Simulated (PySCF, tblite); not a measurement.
# C9H12: geometry, infrared bands and NMR shifts

What infrared bands and NMR shifts should C9H12 (`CC1=C[C@@H]2C[C@H]1C=C2C`) show?

Programs: tblite 0.8.0 and PySCF 2.14.0, with density-fitted response routines of our own. Each step states its level of theory. These are calculated values for one molecule in the gas phase, unless marked as measured. Atoms are numbered from 0 throughout.

### 1 The molecule as given

21 atoms, charge 0, multiplicity 1; geometry from: force field or distance geometry start.

Bonds of the start (Å): C0–C1 1.47, C1–C2 1.35, C2–C3 1.50, C3–C4 1.55, C4–C5 1.53, C5–C6 1.53, C6–C7 1.35, C7–C8 1.48, C5–C1 1.53, C7–C3 1.54, C0–H9 1.10, C0–H10 1.10, C0–H11 1.10, C2–H12 1.08, C3–H13 1.09, C4–H14 1.09, C4–H15 1.10, C5–H16 1.09, C6–H17 1.08, C8–H18 1.10, C8–H19 1.09, C8–H20 1.10.

### 2 Relaxing the molecule with GFN2-xTB

The job: settings as JSON, then the geometry in Å.

```
{"job": {"kind": "relax", "xc": "GFN2-xTB", "basis": "xTB"}, "charge": 0, "multiplicity": 1}
C     -2.671400     0.891500     0.041600
C     -1.383800     0.241700    -0.222300
C     -0.530600     0.359500    -1.259700
C      0.679300    -0.484700    -0.968200
C     -0.047800    -1.640600    -0.232700
C     -0.719800    -0.706900     0.779300
C      0.548600    -0.038200     1.302700
C      1.393500     0.095700     0.261100
C      2.729600     0.717500     0.190100
H     -3.473200     0.143800     0.162000
H     -2.963600     1.555400    -0.783900
H     -2.636900     1.489900     0.958800
H     -0.674800     0.990300    -2.121700
H      1.297700    -0.808900    -1.805100
H      0.629000    -2.365800     0.214900
H     -0.764100    -2.175400    -0.866000
H     -1.350300    -1.211400     1.508000
H      0.703900     0.297700     2.316200
H      2.717600     1.559900    -0.511000
H      3.477000    -0.005500    -0.134900
H      3.031400     1.111400     1.170300
```

Command:

```sh
OMP_NUM_THREADS=1 python probes_run.py task.json out
```

The driver reads the jobs from task.json and runs them one after another.

**Question.** This job is followed by: GFN2-xTB harmonic vibrations, gas phase; GIAO PBE0/pcSseg-1 NMR shielding, non-relativistic, gas phase. Predict these results of the whole session: strongest single infrared mode (GFN2-xTB); zero-point energy (GFN2-xTB); ¹³C shifts against TMS (PBE0/pcSseg-1, means over atoms taken as alike); ¹H shifts against TMS (PBE0/pcSseg-1, means over atoms taken as alike).

**Answer**, as computed:

| quantity | value |
| --- | --- |
| strongest single infrared mode (GFN2-xTB) | 3015 cm⁻¹, 134 km/mol |
| zero-point energy (GFN2-xTB) | 113.7 kcal/mol |
| ¹³C shifts against TMS (PBE0/pcSseg-1, means over atoms taken as alike) | 166.1, 140.7, 77.7, 57.9, 20.1 ppm |
| ¹H shifts against TMS (PBE0/pcSseg-1, means over atoms taken as alike) | 6.54, 2.91, 2.09, 2.03 ppm |

**Reading.** Over 45 steps the energy fell by 0.109 eV; of the close pairs, C1–C2 changed most, 1.348 to 1.328 Å. All 57 modes are real, so the xTB geometry is a minimum. GFN2-xTB is a fitted tight-binding method: band positions and strengths are rough. Its intensities can rank the bands wrongly. H12, H17 (mean) (hydrogen on an alkene CH) lies farthest downfield among hydrogen, at 6.54 ppm; olefinic region. At PBE0/pcSseg-1: The largest span, 251 ppm, is at C1, C7, where the paramagnetic term is -242 ppm.
